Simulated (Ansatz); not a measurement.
# CH6CuN: small, medium and large basis sets

Aim: see how fast density functionals converge with the basis set for CH6CuN.

Program: Ansatz 0.2.0, Gaussian basis. Level of theory: one geometry, several basis sets. These are calculated values, not measurements.

Plan: PBE0-D4/def2-SVP; ωB97M-V/def2-SVP; PBE0-D4/def2-QZVPP; ωB97M-V/def2-QZVPP; the functionals' def2-TZVPP values are taken from earlier runs.

### 1 The geometry

All runs share one geometry, relaxed beforehand with PBE0-D4 in a triple-zeta def2 set.

SMILES `[CH3][Cu-][NH3+]`, 9 atoms, charge 0, spin multiplicity 1.

Atoms are counted from 1 here; the program's logs count them from 0.

Bond lengths: C1–Cu2 1.902 Å, C1–H4 1.096 Å, C1–H5 1.096 Å, C1–H6 1.096 Å, Cu2–N3 1.976 Å, N3–H7 1.015 Å, N3–H8 1.015 Å, N3–H9 1.015 Å. Angles: Cu2–C1–H4 111.3°, Cu2–C1–H5 111.3°, Cu2–C1–H6 111.3°, H4–C1–H5 107.6°, H4–C1–H6 107.6°, H5–C1–H6 107.6°, C1–Cu2–N3 180.0°, Cu2–N3–H7 111.2°, Cu2–N3–H8 111.2°, Cu2–N3–H9 111.2°, H7–N3–H8 107.7°, H7–N3–H9 107.7°, H8–N3–H9 107.7°.

### 2 PBE0-D4 in def2-SVP

Contents of in.yaml:

```yaml
crystal:
  periodic: [false, false, false]
  atoms:
    - {symbol: C, position_ang: [-0.894024, 1.333608, -1.048179]}
    - {symbol: Cu, position_ang: [-0.001400, 0.010711, -0.014272]}
    - {symbol: N, position_ang: [0.927124, -1.364042, 1.060132]}
    - {symbol: H, position_ang: [-1.741293, 0.906557, -1.596087]}
    - {symbol: H, position_ang: [-0.219589, 1.786605, -1.783286]}
    - {symbol: H, position_ang: [-1.282072, 2.139283, -0.415132]}
    - {symbol: H, position_ang: [1.889867, -1.476937, 0.759318]}
    - {symbol: H, position_ang: [0.470632, -2.266649, 0.976326]}
    - {symbol: H, position_ang: [0.939255, -1.115438, 2.044080]}
basis:
  gaussian: {orbitals: def2-SVP}
hamiltonian: {xc: pbe0, dispersion: d4}
output: {orbitals: {seedname: orbitals}}
```

Command:

```sh
$ ansatz run in.yaml --threads 4 --pin off --events-out ev --progress --plain --max-ram 10444MiB
```

Further steps of the session: ωB97M-V in def2-SVP; PBE0-D4 in def2-QZVPP; ωB97M-V in def2-QZVPP.

Before running them: what should the planned runs give, taken together? Wanted: PBE0-D4: double and triple zeta above quadruple; ωB97M-V: double and triple zeta above quadruple.

As calculated:

| quantity | value |
| --- | --- |
| PBE0-D4: double and triple zeta above quadruple | 11.08, 1.29 eV |
| ωB97M-V: double and triple zeta above quadruple | 11.20, 1.26 eV |

In words: For PBE0-D4 the step from double to triple zeta gains 9.79 eV and the next only 1.29 eV. Total energies overstate the basis error of differences, where much of it tends to cancel. The LUMO of ωB97M-V is positive and keeps falling with the basis (1.19 to 0.21 eV): an unbound level that the basis holds in place.
